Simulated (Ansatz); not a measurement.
# GePH3 (quintet): the correlation ladder, cc-pVDZ

Aim: climb from Hartree-Fock through coupled cluster and multireference methods for GePH3 (quintet) at one geometry and basis, and see what each rung misses.

Method: cc-pVDZ, core rule «outside noble gas», up to 19 orbitals frozen; program: Ansatz 0.2.0, Gaussian basis.

The runs, in order: UHF; CCSD(T) on ROHF; CCSD(T) on UHF; BCCD(T) on ROHF; CISD as a restricted active space (open shells left free, so some higher excitations enter); CCSDT(Q) on ROHF; CCSDT(Q) on UHF; CASSCF and MRCISD+Q, 12 electrons in 11 orbitals; CASSCF and NEVPT2, 12 electrons in 11 orbitals.

22 further runs of the same task are left out: 5 that didn't finish, 17 set aside as unsound or not needed. Runs told in other sessions of the task aren't counted.

## 1. The system

The geometry is a PBE0/def2-TZVP stationary point (not a proven minimum) of the parent state, kept for this charge and spin. No spin-orbit coupling is included. The filled d shell of Ge may be among the frozen orbitals whatever the setting's name suggests.

5 atoms, charge 0, spin multiplicity 5.

Atoms are counted from 1 here; the program's logs count them from 0.

Bond lengths: Ge1–P2 2.316 Å, Ge1–H3 1.551 Å, Ge1–H4 1.551 Å, P2–H5 1.424 Å. Angles: P2–Ge1–H3 109.5°, P2–Ge1–H4 109.5°, H3–Ge1–H4 107.1°, Ge1–P2–H5 95.1°.

In the tables R marks a restricted open-shell determinant and U an unrestricted one; 'valence' is the active space of 12 electrons in 11 orbitals; energies count from the table's Hartree-Fock row.

## 2. UHF

Contents of in.yaml:

```yaml
crystal:
  periodic: [false, false, false]
  atoms:
    - {symbol: Ge, position_ang: [-0.052048, 0.000000, 0.683893]}
    - {symbol: P, position_ang: [0.120362, 0.000000, -1.625284]}
    - {symbol: H, position_ang: [0.668361, -1.247634, 1.257545]}
    - {symbol: H, position_ang: [0.668346, 1.247644, 1.257544]}
    - {symbol: H, position_ang: [-1.284444, -0.000008, -1.857119]}
basis:
  gaussian: {orbitals: cc-pVDZ}
magnetization: {spin_polarized: true, initial_magnetization: 4}
hamiltonian: {xc: hf}
output: {orbitals: {seedname: orbitals}}
```

The run is started by

```sh
$ ansatz run in.yaml --threads 1 --pin off --events-out ev --progress --plain --max-ram 2393MiB
```

What it wrote:

```text
Functional definition: HF
  name "HF"
  cite "Fock, Z. Phys. 61, 126 (1930) doi:10.1007/BF01340294"
  parent pbe
  exchange = exact_x
  correlation = 0
651 factors; integrals over basis functions are off by at most 9.7e-4 eV
mean field evaluation 1: about -65783.7425 eV, gradient 9.0e0 eV
mean field evaluation 2: about -65783.7506 eV, gradient 9.0e0 eV
mean field evaluation 4: about -65785.0428 eV, gradient 1.5e0 eV
mean field evaluation 8: about -65785.2006 eV, gradient 2.6e-1 eV
mean field evaluation 16: about -65781.6076 eV, gradient 1.2e1 eV
mean field evaluation 32: about -65784.7271 eV, gradient 3.8e0 eV
mean field evaluation 64: about -65784.9031 eV, gradient 4.6e-1 eV
mean field evaluation 96: about -65785.2153 eV, gradient 4.6e-4 eV
mean field -65785.21530002 eV, -2417.5620714554 hartree, gradient 2.5e-5 eV, S^2 6.020084; 1 other end points of the search recorded, 0 dependent functions left out
reference -65785.21530002 eV, -2417.5620714554 hartree; 27, 23 occupied and 33, 37 virtual orbitals, 651 factors
Total energy: -65785.21530002 eV, -2417.5620714554 hartree
```

Wall time 2.4 s (1 thread of Arm Neoverse V1, shared host).

From the report: ⟨S²⟩ of the determinant 6.020 (pure quintet: 6.00).

## 3. CCSD(T) on ROHF

in.yaml, as its differences from that of step 2:

```diff
@@ -10,4 +10,3 @@
   gaussian: {orbitals: cc-pVDZ}
-magnetization: {spin_polarized: true, initial_magnetization: 4}
-hamiltonian: {xc: hf}
-output: {orbitals: {seedname: orbitals}}
+magnetization: {spin_polarized: false, initial_magnetization: 4}
+correlation: {method: ccsd_t, electrons: outside_noble_gas}
```

Same command.

What it wrote (excerpt; [...] marks lines left out):

```text
Functional definition: HF
  name "HF"
  cite "Fock, Z. Phys. 61, 126 (1930) doi:10.1007/BF01340294"
  parent pbe
[...]
651 factors; integrals over basis functions are off by at most 9.7e-4 eV
[...]
mean field -65785.04766846 eV, -2417.5559111090 hartree, gradient 2.0e-6 eV, S^2 6.000000; 7 other end points of the search recorded, 0 dependent functions left out
[...]
determinant -65785.04766846 eV, -2417.5559111090 hartree, with singles and doubles -65790.92502405 eV, -2417.7718999432 hartree
determinant -65783.51572194 eV, -2417.4996131129 hartree, with singles and doubles -65789.32860044 eV, -2417.7132324575 hartree
19 core orbitals not correlated: weight in the atoms' cores, before any rotation towards them, 0.999 or more for the frozen orbitals, at most 0.000 for the correlated occupied ones
reference -65785.04766846 eV, -2417.5559111090 hartree; 8, 4 occupied and 33, 37 virtual orbitals, 651 factors
second order -4.65727411 eV of doubles, -0.09267832 eV of singles
cycle   1  -5.87845253 eV  change   -1.1e-3 eV  update   4.8e-3
[...]
cycle  11  -5.88452860 eV  change   -1.4e-7 eV  update   5.7e-6
perturbative correction -0.16007436 eV, -0.0058826243 hartree
Total energy: -65791.09227143 eV, -2417.7780461709 hartree
```

Run time: 11 s. Hardware: 1 thread of Arm Neoverse V1, shared host.

From the report: correlation -6.0446 eV; T1 0.037; largest double amplitude 0.04.

## 4. CCSD(T) on UHF

in.yaml, as its differences from that of step 3:

```diff
@@ -10,3 +10,3 @@
   gaussian: {orbitals: cc-pVDZ}
-magnetization: {spin_polarized: false, initial_magnetization: 4}
+magnetization: {spin_polarized: true, initial_magnetization: 4}
 correlation: {method: ccsd_t, electrons: outside_noble_gas}
```

The command is unchanged.

What it wrote (excerpt; [...] marks lines left out):

```text
Functional definition: HF
  name "HF"
  cite "Fock, Z. Phys. 61, 126 (1930) doi:10.1007/BF01340294"
  parent pbe
[...]
651 factors; integrals over basis functions are off by at most 9.7e-4 eV
[...]
mean field -65785.21530002 eV, -2417.5620714554 hartree, gradient 2.1e-6 eV, S^2 6.020084; 8 other end points of the search recorded, 0 dependent functions left out
determinant -65785.21530002 eV, -2417.5620714554 hartree, with singles and doubles -65790.94187423 eV, -2417.7725191758 hartree
determinant -65783.74216331 eV, -2417.5079346797 hartree, with singles and doubles -65789.34022844 eV, -2417.7136597788 hartree
19 core orbitals not correlated: weight in the atoms' cores, before any rotation towards them, 0.999 or more for the frozen orbitals, at most 0.000 for the correlated occupied ones
reference -65785.21530002 eV, -2417.5620714554 hartree; 8, 4 occupied and 33, 37 virtual orbitals, 651 factors
second order -4.59290785 eV of doubles, -0.00000000 eV of singles
cycle   1  -5.72708651 eV  change   -5.1e-4 eV  update   3.4e-3
[...]
cycle  10  -5.73025674 eV  change   -1.2e-5 eV  update   1.1e-5
perturbative correction -0.15687712 eV, -0.0057651280 hartree
Total energy: -65791.10243389 eV, -2417.7784196344 hartree
```

It took 12 s on 1 thread of Arm Neoverse V1, shared host.

From the report: ⟨S²⟩ of the determinant 6.020 (pure quintet: 6.00); correlation -5.8871 eV; T1 0.027; largest double amplitude 0.05.

## 5. BCCD(T) on ROHF

in.yaml, as its differences from that of step 4:

```diff
@@ -10,3 +10,3 @@
   gaussian: {orbitals: cc-pVDZ}
-magnetization: {spin_polarized: true, initial_magnetization: 4}
-correlation: {method: ccsd_t, electrons: outside_noble_gas}
+magnetization: {spin_polarized: false, initial_magnetization: 4}
+correlation: {method: bccd_t, electrons: outside_noble_gas}
```

Same command.

What it wrote (excerpt; [...] marks lines left out):

```text
Functional definition: HF
  name "HF"
  cite "Fock, Z. Phys. 61, 126 (1930) doi:10.1007/BF01340294"
  parent pbe
[...]
651 factors; integrals over basis functions are off by at most 9.7e-4 eV
[...]
mean field -65785.04766846 eV, -2417.5559111090 hartree, gradient 2.0e-6 eV, S^2 6.000000; 7 other end points of the search recorded, 0 dependent functions left out
[...]
determinant -65785.04766846 eV, -2417.5559111090 hartree, with singles and doubles -65790.92502405 eV, -2417.7718999432 hartree
determinant -65783.51572194 eV, -2417.4996131129 hartree, with singles and doubles -65789.32860044 eV, -2417.7132324575 hartree
19 core orbitals not correlated: weight in the atoms' cores, before any rotation towards them, 0.999 or more for the frozen orbitals, at most 0.000 for the correlated occupied ones
reference -65785.04766846 eV, -2417.5559111090 hartree; 8, 4 occupied and 33, 37 virtual orbitals, 651 factors
second order -4.65727411 eV of doubles, -0.09267832 eV of singles
cycle   1  -5.88292994 eV  change   -5.6e-3 eV  update   9.4e-3
[...]
cycle  12  -5.88266162 eV  change    1.6e-6 eV  update   1.2e-5
perturbative correction -0.16416213 eV, -0.0060328470 hartree
Total energy: -65791.09449221 eV, -2417.7781277833 hartree
```

Wall time 12 s (1 thread of Arm Neoverse V1, shared host).

From the report: correlation -6.0468 eV; largest double amplitude 0.05.

## 6. CISD as a restricted active space (open shells left free, so some higher excitations enter)

in.yaml, as its differences from that of step 5:

```diff
@@ -11,2 +11,2 @@
 magnetization: {spin_polarized: false, initial_magnetization: 4}
-correlation: {method: bccd_t, electrons: outside_noble_gas}
+correlation: {active_space: {ras: {orbitals: [4, 4, 33], electrons: 12, max_holes: 2, max_particles: 2}, fixed_orbitals: true}}
```

Same command.

What it wrote:

```text
Functional definition: HF
  name "HF"
  cite "Fock, Z. Phys. 61, 126 (1930) doi:10.1007/BF01340294"
  parent pbe
  exchange = exact_x
  correlation = 0
651 factors; integrals over basis functions are off by at most 9.7e-4 eV
mean field evaluation 1: about -65783.5906 eV, gradient 1.0e1 eV
mean field evaluation 2: about -65783.5991 eV, gradient 1.0e1 eV
mean field evaluation 4: about -65784.8915 eV, gradient 1.7e0 eV
mean field evaluation 8: about -65785.0468 eV, gradient 1.6e-1 eV
mean field evaluation 16: about -65783.5352 eV, gradient 9.3e0 eV
mean field evaluation 32: about -65785.0433 eV, gradient 4.5e-1 eV
mean field -65785.04766846 eV, -2417.5559111090 hartree, gradient 2.0e-6 eV, S^2 6.000000; 6 other end points of the search recorded, 0 dependent functions left out
reference -65785.04766846 eV, -2417.5559111090 hartree; 27, 23 occupied and 33, 37 virtual orbitals, 651 factors
state -65790.46958344 eV, -2417.7551628094 hartree
Total energy: -65790.46958344 eV, -2417.7551628094 hartree
```

Run time: 21 s. Hardware: 1 thread of Arm Neoverse V1, shared host.

From the report: 234,398 determinants.

## 7. CCSDT(Q) on ROHF

in.yaml, as its differences from that of step 6:

```diff
@@ -11,2 +11,2 @@
 magnetization: {spin_polarized: false, initial_magnetization: 4}
-correlation: {active_space: {ras: {orbitals: [4, 4, 33], electrons: 12, max_holes: 2, max_particles: 2}, fixed_orbitals: true}}
+correlation: {method: ccsdt_q, electrons: outside_noble_gas}
```

The command is unchanged.

What it wrote (excerpt; [...] marks lines left out):

```text
Functional definition: HF
  name "HF"
  cite "Fock, Z. Phys. 61, 126 (1930) doi:10.1007/BF01340294"
  parent pbe
[...]
1195 factors; integrals over basis functions are off by at most 1.9e-7 eV
[...]
mean field -65785.04781630 eV, -2417.5559165421 hartree, gradient 1.7e-6 eV, S^2 6.000000; 7 other end points of the search recorded, 0 dependent functions left out
[...]
determinant -65785.04781630 eV, -2417.5559165421 hartree, with singles and doubles -65790.92517847 eV, -2417.7719056181 hartree
determinant -65783.51595099 eV, -2417.4996215302 hartree, with singles and doubles -65789.32882592 eV, -2417.7132407437 hartree
19 core orbitals not correlated: weight in the atoms' cores, before any rotation towards them, 0.999 or more for the frozen orbitals, at most 0.000 for the correlated occupied ones
reference -65785.04781630 eV, -2417.5559165421 hartree; 8, 4 occupied and 33, 37 virtual orbitals, 1195 factors
second order -4.65730148 eV of doubles, -0.09267785 eV of singles
cycle   1  -5.54406340 eV  change   -7.9e-1 eV  update   8.1e-2
[...]
cycle  26  -6.08304405 eV  change    8.3e-7 eV  update   1.0e-6
perturbative correction -0.00830005 eV, -0.0003050212 hartree
Total energy: -65791.13916040 eV, -2417.7797693088 hartree
```

Wall time 60 s (1 thread of Arm Neoverse V1, shared host); peak memory 0.62 GiB.

From the report: correlation -6.0913 eV; T1 0.038; largest double amplitude 0.06.

## 8. CCSDT(Q) on UHF

in.yaml, as its differences from that of step 7:

```diff
@@ -10,3 +10,3 @@
   gaussian: {orbitals: cc-pVDZ}
-magnetization: {spin_polarized: false, initial_magnetization: 4}
+magnetization: {spin_polarized: true, initial_magnetization: 4}
 correlation: {method: ccsdt_q, electrons: outside_noble_gas}
```

The command is unchanged.

What it wrote (excerpt; [...] marks lines left out):

```text
Functional definition: HF
  name "HF"
  cite "Fock, Z. Phys. 61, 126 (1930) doi:10.1007/BF01340294"
  parent pbe
[...]
1195 factors; integrals over basis functions are off by at most 1.9e-7 eV
[...]
mean field -65785.21544748 eV, -2417.5620768742 hartree, gradient 3.1e-6 eV, S^2 6.020084; 8 other end points of the search recorded, 0 dependent functions left out
determinant -65785.21544748 eV, -2417.5620768742 hartree, with singles and doubles -65790.94202953 eV, -2417.7725248831 hartree
determinant -65783.74238954 eV, -2417.5079429936 hartree, with singles and doubles -65789.34046867 eV, -2417.7136686070 hartree
19 core orbitals not correlated: weight in the atoms' cores, before any rotation towards them, 0.999 or more for the frozen orbitals, at most 0.000 for the correlated occupied ones
reference -65785.21544748 eV, -2417.5620768742 hartree; 8, 4 occupied and 33, 37 virtual orbitals, 1195 factors
second order -4.59293594 eV of doubles, -0.00000000 eV of singles
cycle   1  -5.38478648 eV  change   -7.9e-1 eV  update   8.1e-2
[...]
cycle  26  -5.92544962 eV  change    6.6e-7 eV  update   8.7e-7
perturbative correction -0.00829217 eV, -0.0003047316 hartree
Total energy: -65791.14918926 eV, -2417.7801378628 hartree
```

Run time: 56 s. Hardware: 1 thread of Arm Neoverse V1, shared host; peak memory 0.5 GiB.

From the report: ⟨S²⟩ of the determinant 6.020 (pure quintet: 6.00); correlation -5.9337 eV; T1 0.028; largest double amplitude 0.06.

## 9. CASSCF and MRCISD+Q, 12 electrons in 11 orbitals

in.yaml, as its differences from that of step 8:

```diff
@@ -10,3 +10,3 @@
   gaussian: {orbitals: cc-pVDZ}
-magnetization: {spin_polarized: true, initial_magnetization: 4}
-correlation: {method: ccsdt_q, electrons: outside_noble_gas}
+magnetization: {spin_polarized: false, initial_magnetization: 4}
+correlation: {method: fic_mrcisd_q, electrons: outside_noble_gas, active_space: {window: {electrons: 12, orbitals: 11}, shells: [{species: Ge, l: s, shell: 4}, {species: Ge, l: p, shell: 4}, {species: H, l: s, shell: 1}, {species: P, l: s, shell: 3}, {species: P, l: p, shell: 3}]}}
```

The command is unchanged.

What it wrote (excerpt; [...] marks lines left out):

```text
Functional definition: HF
  name "HF"
  cite "Fock, Z. Phys. 61, 126 (1930) doi:10.1007/BF01340294"
  parent pbe
[...]
1195 factors; integrals over basis functions are off by at most 1.9e-7 eV
[...]
mean field -65785.04781630 eV, -2417.5559165421 hartree, gradient 1.7e-6 eV, S^2 6.000000; 6 other end points of the search recorded, 0 dependent functions left out
reference -65785.04781630 eV, -2417.5559165421 hartree; 27, 23 occupied and 33, 37 virtual orbitals, 1195 factors
state -65786.57489049 eV, -2417.6120354834 hartree
contracted CI cycle   1: correlation 0.00000000 eV, 0.0000000000 hartree, residual 1.50e1 eV
contracted CI cycle   2: correlation -4.00776407 eV, -0.1472826129 hartree, residual 2.88e0 eV
contracted CI cycle   3: correlation -4.15558570 eV, -0.1527149576 hartree, residual 5.45e-1 eV
contracted CI cycle   4: correlation -4.16109404 eV, -0.1529173854 hartree, residual 1.33e-1 eV
contracted CI cycle   5: correlation -4.16141086 eV, -0.1529290286 hartree, residual 3.19e-2 eV
contracted CI cycle   6: correlation -4.16142981 eV, -0.1529297250 hartree, residual 8.14e-3 eV
contracted CI cycle   7: correlation -4.16143106 eV, -0.1529297708 hartree, residual 2.17e-3 eV
contracted CI cycle   8: correlation -4.16143115 eV, -0.1529297742 hartree, residual 6.11e-4 eV
state -65786.57489049 eV, -2417.6120354834 hartree; corrected -65791.09893190 eV, -2417.7782909386 hartree
Total energy: -65791.09893190 eV, -2417.7782909386 hartree
Checks for a lower state left out: starts, orbital_swaps
```

Run time: 18 s. Hardware: 1 thread of Arm Neoverse V1, shared host; peak memory 0.95 GiB.

From the report: 27,280 determinants; active occupations 1.99, 1.98, 1.97, 1.96, 1.01, 1.00, 1.00, 1.00, 0.04, 0.03, 0.03.

## 10. CASSCF and NEVPT2, 12 electrons in 11 orbitals

Contents of in.yaml:

```yaml
crystal:
  periodic: [false, false, false]
  atoms:
    - {symbol: Ge, position_ang: [-0.052048, 0.000000, 0.683893]}
    - {symbol: P, position_ang: [0.120362, 0.000000, -1.625284]}
    - {symbol: H, position_ang: [0.668361, -1.247634, 1.257545]}
    - {symbol: H, position_ang: [0.668346, 1.247644, 1.257544]}
    - {symbol: H, position_ang: [-1.284444, -0.000008, -1.857119]}
basis:
  gaussian: {orbitals: cc-pVDZ}
magnetization: {spin_polarized: false, initial_magnetization: 4}
correlation: {method: sc_nevpt2, electrons: outside_noble_gas, active_space: {window: {electrons: 12, orbitals: 11}, shells: [{species: Ge, l: s, shell: 4}, {species: Ge, l: p, shell: 4}, {species: H, l: s, shell: 1}, {species: P, l: s, shell: 3}, {species: P, l: p, shell: 3}]}}
```

Launched as before.

What it wrote:

```text
Functional definition: HF
  name "HF"
  cite "Fock, Z. Phys. 61, 126 (1930) doi:10.1007/BF01340294"
  parent pbe
  exchange = exact_x
  correlation = 0
1195 factors; integrals over basis functions are off by at most 1.9e-7 eV
mean field evaluation 1: about -65783.5488 eV, gradient 1.0e1 eV
mean field evaluation 2: about -65783.6057 eV, gradient 1.0e1 eV
mean field evaluation 4: about -65784.8902 eV, gradient 1.7e0 eV
mean field evaluation 8: about -65785.0076 eV, gradient 6.1e-1 eV
mean field evaluation 16: about -65785.0478 eV, gradient 1.7e-4 eV
mean field evaluation 32: about -65785.0478 eV, gradient 1.2e-6 eV
mean field -65785.04781630 eV, -2417.5559165421 hartree, gradient 1.7e-6 eV, S^2 6.000000; 6 other end points of the search recorded, 0 dependent functions left out
reference -65785.04781630 eV, -2417.5559165421 hartree; 27, 23 occupied and 33, 37 virtual orbitals, 1195 factors
state -65786.57489049 eV, -2417.6120354834 hartree
state -65786.57489049 eV, -2417.6120354834 hartree; corrected -65789.96303364 eV, -2417.7365474478 hartree
Total energy: -65789.96303364 eV, -2417.7365474478 hartree
Checks for a lower state left out: starts, orbital_swaps
```

It took 13 s on 1 thread of Arm Neoverse V1, shared host.

From the report: 27,280 determinants; active occupations 1.99, 1.98, 1.97, 1.96, 1.01, 1.00, 1.00, 1.00, 0.04, 0.03, 0.03.

## 11. How many determinants matter

Natural occupations of the CASSCF valence state about the gap (report; correlated orbitals 3 to 11): 1.971, 1.962, 1.008, 1.002, 1.001, 0.996, 0.037, 0.029, 0.026. The count of effectively unpaired electrons, Σ n²(2 − n)², is 4.02; a single determinant of this spin has 4.

## 12. The ladder

The yardstick is UCCSDT(Q), where the cluster series has nearly closed. Rows without a time are mean-field rows or come out of runs for another level: lower rungs of the coupled-cluster runs, CASSCF and MRCISD of the multireference runs, or the Hartree-Fock search.

Differences are taken before rounding.

```csv
method,energy from the lowest ROHF (kJ/mol),from UCCSDT(Q) (kJ/mol),time
ROHF,0.0,+588.7,
UHF,-16.2,+572.5,
RMP2,-458.3,+130.4,
UMP2,-459.3,+129.4,
CISD,-523.1,+65.6,21 s
RCCSD,-567.8,+20.9,
UCCSD,-569.1,+19.6,
RCCSD(T),-583.2,+5.5,11 s
UCCSD(T),-584.2,+4.5,12 s
BCCD(T),-583.4,+5.3,12 s
RCCSDT,-586.9,+1.8,
UCCSDT,-587.9,+0.8,
RCCSDT(Q),-587.7,+1.0,60 s
UCCSDT(Q),-588.7,0,56 s
CASSCF valence,-147.4,+441.4,
NEVPT2 valence,-474.3,+114.4,13 s
MRCISD valence,-548.9,+39.8,
MRCISD+Q valence,-583.9,+4.8,18 s
```

Among the levels timed on like hardware and quicker than the yardstick, those that no quicker one beats, quickest first: RCCSD(T) (11 s, +5.5 kJ/mol); BCCD(T) (12 s, +5.3 kJ/mol); UCCSD(T) (12 s, +4.5 kJ/mol).

## 13. Outcome

| quantity | value |
| --- | --- |
| UCCSDT(Q) from the ROHF energy | -6.1015 eV |
| RMP2 from UCCSDT(Q) | +130.4 kJ/mol |
| UMP2 from UCCSDT(Q) | +129.4 kJ/mol |
| RCCSD from UCCSDT(Q) | +20.9 kJ/mol |
| RCCSD(T) from UCCSDT(Q) | +5.5 kJ/mol |
| UCCSD(T) from UCCSDT(Q) | +4.5 kJ/mol |
| RCCSDT(Q) from UCCSDT(Q) | +1.0 kJ/mol |
| NEVPT2 valence from UCCSDT(Q) | +114.4 kJ/mol |
| MRCISD+Q valence from UCCSDT(Q) | +4.8 kJ/mol |
| levels within 1 kcal/mol (43 meV) | RCCSDT, UCCSDT, RCCSDT(Q) |
| T1 diagnostic | 0.037 |
| effectively unpaired electrons | 4.02 |

RCCSD(T) lands +5.5 kJ/mol from the yardstick (0.9 % of the correlation energy). One determinant dominates. Of the multireference levels listed MRCISD+Q valence comes nearest in total energy (+4.8 kJ/mol), which doesn't show that its space is the better one. These misses are within one basis, not against nature; the frozen cores of restricted and unrestricted runs differ, which can shift their rows.

With open shells the CI space here admits some higher excitations, so it is larger than plain CISD.

UCCSD(T) reaches 4.5 kJ/mol from the reference in 12 s, where UCCSDT(Q) took 56 s; the quickest level in the cost chart, RCCSD(T), takes 11 s and misses by 5.5 kJ/mol.
